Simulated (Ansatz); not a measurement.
# CoHN: the cost of one run

The runs use Ansatz 0.2.0, Gaussian basis; def2-TZVPP, core rule «outside noble gas», up to 10 orbitals frozen.

The runs, in order: UHF; ROHF; CCSD(T) on UHF.

2 further runs of the same task are left out: 2 set aside as unsound or not needed.

### Step 1. The geometry

The geometry is a PBE0/def2-TZVP stationary point (not a proven minimum) of the parent state, kept for this charge and spin.

3 atoms, charge 1, spin multiplicity 3.

Atoms are counted from 1 here; the program's logs count them from 0.

Bond lengths: Co1–N2 1.544 Å, N2–H3 1.034 Å. Angles: Co1–N2–H3 180.0°.

Geometry (Å):

```xyz
3
CoHN
Co    0.0000    0.0000    1.3740
N     0.0000    0.0000   -0.1700
H     0.0000    0.0000   -1.2040
```

### Step 2. UHF

in.yaml reads:

```yaml
crystal:
  periodic: [false, false, false]
  atoms:
    - {symbol: Co, position_ang: [0.000000, 0.000000, 1.374000]}
    - {symbol: N, position_ang: [0.000000, 0.000000, -0.170000]}
    - {symbol: H, position_ang: [0.000000, 0.000000, -1.204000]}
basis:
  gaussian: {orbitals: def2-TZVPP}
total_charge: 1
magnetization: {spin_polarized: true, initial_magnetization: 2}
hamiltonian: {xc: hf}
output: {orbitals: {seedname: orbitals}}
```

Run with:

```
ansatz run in.yaml --threads 1 --pin off --events-out ev --progress --plain --max-ram 4096MiB --backend cpu
```

**Question.** How long does this run take on 1 thread of AMD EPYC 7R13, shared host, and how much memory does it need?

About 37 s, with a peak of 0.31 GiB.
